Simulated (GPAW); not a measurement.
LiTiB4:

```
Li Ti B
1.0
     3.02096    0.00000    0.00000
    -1.51048    2.61623    0.00000
     0.00000    0.00000    6.76085
Li Ti B
1 1 4
Direct
  0.00000 0.00000 0.50000
  0.00000 0.00000 0.00000
  0.33333 0.66667 0.76734
  0.66667 0.33333 0.76734
  0.33333 0.66667 0.23266
  0.66667 0.33333 0.23266
```

The cell was built by a generator and needn't be a form met in nature.

- Program: GPAW 26.7.0
- Task: relaxation of cell and atoms
- Functional: BLYP
- Potentials or basis: PAW data sets generated in the run's folder for this functional
- Cutoff: 800 eV
- Basis: pw
- k mesh: 7 × 7 × 3
- Occupations: fermi-dirac, width 0.05 eV
- Spin: no spin polarisation

At the start: pressure 3.7 GPa; volume 8.91 Å³/atom.

Question: How do energy, volume and symmetry change on relaxing?

Answer: Over 11 steps the energy falls by 3.2 meV/atom and the volume is 9.10 Å³/atom (+2.1 %); space group P6/mmm (No. 191, to 0.05 Å).

Step by step:
| step | energy change (eV) | largest force (eV/Å) | pressure (GPa) | volume (Å³) |
| --- | --- | --- | --- | --- |
| 1 | 0.0000 | 0.1684 | 3.67 | 53.43 |
| 2 | -0.0034 | 0.1421 | 3.29 | 53.51 |
| 3 | -0.0153 | 0.0314 | 0.69 | 54.07 |
| 4 | -0.0156 | 0.0364 | 0.57 | 54.11 |
| 5 | -0.0170 | 0.0470 | -0.03 | 54.34 |
| 6 | -0.0181 | 0.0368 | -0.38 | 54.53 |
| 7 | -0.0190 | 0.0102 | -0.44 | 54.66 |
| 8 | -0.0191 | 0.0051 | -0.29 | 54.65 |
| 9 | -0.0191 | 0.0109 | -0.16 | 54.62 |
| 10 | -0.0191 | 0.0140 | -0.01 | 54.59 |
| 11 | -0.0192 | 0.0119 | 0.10 | 54.57 |

Final structure:
```
Li Ti B
1.0
     3.03300    0.00000    0.00000
    -1.51650    2.62665    0.00000
     0.00000    0.00000    6.85029
Li Ti B
1 1 4
Cartesian
  0.0000 0.0000 3.4251
  0.0000 0.0000 0.0000
  0.0000 1.7511 5.2514
  1.5165 0.8756 5.2514
  0.0000 1.7511 1.5989
  1.5165 0.8756 1.5989
```

Caveat: later steps reuse the first step's grids.
